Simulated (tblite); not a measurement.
# C6H11PSi2: the cost of one run

The runs use tblite 0.8.0 and PySCF 2.14.0, with density-fitted response routines of our own; the level of theory stands in each step. All values are computed, except where a source is named. Atoms are numbered from 0 throughout.

## 1. The starting structure

20 atoms, charge 0, multiplicity 1; geometry from: force field or distance geometry start.

Bonds of the start (Å): C0–C1 1.21, C1–C2 1.48, C2–C3 1.52, C2–Si4 1.86, Si4–C5 1.81, C5–C6 1.22, Si4–Si7 2.25, Si7–P8 2.18, C0–H9 1.07, C2–H10 1.11, C3–H11 1.10, C3–H12 1.13, C3–H13 1.11, Si4–H14 1.48, C6–H15 1.08, Si7–H16 1.49, Si7–H17 1.47, P8–H18 1.44, P8–H19 1.45.

## 2. Optimising the geometry with GFN2-xTB

What the job is given:

```
{"job": {"kind": "relax", "xc": "GFN2-xTB", "basis": "xTB"}, "charge": 0, "multiplicity": 1}
C     -2.706100    -0.285900    -2.446400
C     -2.207700    -0.387800    -1.345700
C     -1.599600    -0.544000    -0.000800
C     -0.930300    -1.900300     0.117100
Si    -0.338800     0.795500     0.243100
C      0.101400     0.934700     1.991100
C      0.423500     1.020200     3.168500
Si     1.509100     0.236300    -0.917500
P      3.085000     1.741700    -0.813700
H     -3.179100    -0.191500    -3.396600
H     -2.423200    -0.438600     0.737500
H     -0.531400    -2.193900    -0.863600
H     -1.735500    -2.610000     0.457600
H     -0.167200    -1.823800     0.914700
H     -0.909900     2.070800    -0.256500
H      0.688600     1.105500     4.215200
H      2.034100    -0.978100    -0.239400
H      1.154100    -0.136300    -2.297300
H      3.903500     1.672400     0.363500
H      3.824400     1.923900    -2.043500
```

Command:

```bash
$ OMP_NUM_THREADS=1 python probes_run.py task.json out
```

The driver reads the jobs from task.json and runs them one after another.

Q: Estimate the wall time and peak memory of this first job on 1 thread of Arm Neoverse V1, shared host.

About 1.6 s, with a peak of 0.17 GiB.
